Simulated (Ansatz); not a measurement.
BrFHISi, SMILES F[SiH](Br)I: an atomisation energy, run with Ansatz's Python interface.

Script `run_tae.py`:
```python
"""Energy to split BrFHISi into its atoms."""

from collections import Counter

import ansatz
from ase import Atoms

config = {
    "basis_set": "def2-TZVP",
    "functional": "B3LYP",
}


def single_point(molecule, charge=0, unpaired=0):
    calc = (
        molecule.calculation()
        .basis(gaussian=config["basis_set"])  # the orbital basis, by name
        .functional(config["functional"])
        .scf(lower_state_search="off")
    )
    if charge:
        calc = calc.charge(charge)
    if unpaired:
        calc = calc.spin("collinear", total=unpaired)
    report = calc.run(threads=1, pin="off").report
    if report["published_state_doubts"]:
        print("  doubts:", report["published_state_doubts"])
    return report["free_energy_ev"]


def main() -> None:
    atoms = Atoms(["F", "Si", "Br", "I", "H"], positions=[
        (0.6076, 0.5428, -1.4762),
        (0.0433, 0.1683, -0.0285),
        (1.5419, -1.0956, 0.9314),
        (-1.9656, -1.0756, -0.235),
        (-0.1773, 1.3864, 0.7669),
    ])
    geometry = ansatz.Crystal.molecule_from_ase(atoms)

    # unpaired electrons of the ground-state atoms
    unpaired = {"F": 1, "Si": 2, "Br": 1, "I": 1, "H": 1}
    counts = Counter(site.symbol for site in geometry.cartesian_sites)
    atom_energy = {s: single_point(ansatz.Crystal.molecule().atom(s, (0, 0, 0)), 0, unpaired[s]) for s in counts}
    whole = single_point(geometry, 0, 0)
    for s, e in atom_energy.items():
        print(f"{s:2s} x{counts[s]}  {e:14.5f} eV")
    print(f"BrFHISi: {whole:.5f} eV")
    split = sum(counts[s] * e for s, e in atom_energy.items()) - whole
    print(f"atomisation energy (no zero-point term): {96.485332 * split:.1f} kJ/mol, {split / sum(counts.values()):.3f} eV an atom")


if __name__ == "__main__":
    main()
```

What does it cost to take this molecule apart into atoms?

1485.1 kJ/mol from the electronic energies, without the zero-point term.

What the script printed:

```console
$ python run_tae.py
F  x1     -2714.88401 eV
Si x1     -7874.75881 eV
Br x1    -70045.94386 eV
I  x1     -8102.96249 eV
H  x1       -13.66431 eV
BrFHISi: -88767.60523 eV
atomisation energy (no zero-point term): 1485.1 kJ/mol, 3.078 eV an atom
```

Reading the output:
- The settings weren't tested for convergence.
- The geometry is a force-field or estimated start, not a minimum of this method, and the basis set is short of its limit. All parts are taken at fixed geometry, without zero-point energy.
- def2 sets replace the cores of elements past krypton by effective core potentials.
- b3lyp holds the VWN-RPA fit, as in Gaussian; the form of ORCA and Turbomole is b3lyp5.
- The spin-orbit lowering of heavy atoms is left out.
- Hardware and time: 3.1 s on 1 thread of AMD EPYC 9R45 96-Core Processor (Zen 5) (shared host), peak memory 0.46 GiB.

(Lines on the test bed's own set-up are left out of the output.)
